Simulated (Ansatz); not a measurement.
# F2H2S2Zr: a ladder of functionals and wavefunction methods

An exercise on one series of results from a longer session: the logs are not shown, and one member is left open.

Method: functionals in def2-TZVPP, the program's frozen cores in correlated methods; program: Ansatz 0.2.0, Gaussian basis.

Plan: LDA (SPW92), PBE-D4, revPBE-D4, BLYP-D4, r2SCAN-D4, B97M-V, PBE0-D4, B3LYP-D4, r2SCANh-D4, r2SCAN0-D4, HSE06-D4, BHLYP-D4, CAM-B3LYP-D4, LC-ωPBE, ωB97X-V, ωB97M-V, B2PLYP, PBE-QIDH; CCSD(T)/def2-SVP; CCSD(T)/def2-TZVPP; MP2/def2-QZVPP; extrapolation to the limit; RPA on PBE.

**The relaxed structure**

An earlier PBE0-D4 in a triple-zeta def2 set relaxation fixed the geometry. Zr takes the def2 core potential; no spin-orbit term is included.

SMILES `[F][Zr]([F])([SH])[SH]`, 7 atoms, charge 0, spin multiplicity 1.

Atoms are counted from 1 here; the program's logs count them from 0.

Bond lengths: F1–Zr2 1.888 Å, Zr2–F3 1.888 Å, Zr2–S4 2.436 Å, Zr2–S5 2.436 Å, S4–H6 1.348 Å, S5–H7 1.348 Å. Angles: F1–Zr2–F3 114.8°, F1–Zr2–S4 105.2°, F1–Zr2–S5 111.5°, F3–Zr2–S4 111.5°, F3–Zr2–S5 105.2°, S4–Zr2–S5 108.7°, Zr2–S4–H6 90.7°, Zr2–S5–H7 90.7°.

Set-up of the first run:

Contents of in.yaml:

```yaml
crystal:
  periodic: [false, false, false]
  atoms:
    - {symbol: F, position_ang: [-0.177712, -2.259004, -0.575021]}
    - {symbol: Zr, position_ang: [0.221277, -0.605949, 0.246299]}
    - {symbol: F, position_ang: [1.254172, -0.731726, 1.822255]}
    - {symbol: S, position_ang: [-1.941348, 0.430092, 0.677766]}
    - {symbol: S, position_ang: [1.498431, 0.842611, -1.239308]}
    - {symbol: H, position_ang: [-1.336152, 1.512361, 1.207421]}
    - {symbol: H, position_ang: [0.542531, 0.743616, -2.185113]}
basis:
  gaussian: {orbitals: def2-TZVPP}
hamiltonian: {xc: lda}
output: {orbitals: {seedname: orbitals}}
```

Launch:

```console
$ ansatz run in.yaml --threads 4 --pin off --events-out ev --progress --plain --max-ram 10444MiB
```

Steps of the session up to this table: LDA; PBE-D4 (GGA); revPBE-D4 (GGA); BLYP-D4 (GGA); r2SCAN-D4 (meta-GGA); B97M-V (meta-GGA); B3LYP-D4 (hybrid); r2SCANh-D4 (hybrid); r2SCAN0-D4 (hybrid); HSE06-D4 (hybrid); BHLYP-D4 (hybrid); CAM-B3LYP-D4 (range-separated); LC-ωPBE (range-separated); ωB97X-V (range-separated); ωB97M-V (range-separated); B2PLYP (double hybrid); PBE-QIDH (double hybrid).

One of the session's tables, all rows but one given; the rest of the session is left out.

It belongs to the step «Orbital energies across the functionals». 

```
  functional  HOMO (eV)  LUMO (eV)  gap (eV)
 LDA (SPW92)      -6.80      -3.28      3.52
      PBE-D4      -6.64      -3.02      3.62
   revPBE-D4      -6.58      -2.92      3.66
     BLYP-D4      -6.46      -2.89      3.58
   r2SCAN-D4          ?          ?         ?
      B97M-V      -6.98      -2.80      4.18
     PBE0-D4      -7.84      -2.16      5.68
    B3LYP-D4      -7.59      -2.37      5.21
  r2SCANh-D4      -7.38      -2.54      4.84
  r2SCAN0-D4      -8.04      -2.05      5.98
    HSE06-D4      -7.44      -2.54      4.90
    BHLYP-D4      -8.88      -1.14      7.74
CAM-B3LYP-D4      -9.10      -1.02      8.08
     LC-ωPBE     -10.47       0.16     10.63
     ωB97X-V     -10.11       0.08     10.19
     ωB97M-V      -9.94       0.00      9.94
```

Q: Estimate the row for r2SCAN-D4 from the others.

Worked estimate for «HOMO (eV)». Against the share of exact exchange, r2SCANh-D4 (0.1, -7.38), r2SCAN0-D4 (0.25, -8.04) give a slope of -4.40 per unit share; at 0 the line stands at -6.94.

As computed: HOMO (eV): -6.94; LUMO (eV): -2.85; gap (eV): 4.08. In «HOMO (eV)» the line misses by 0.00.
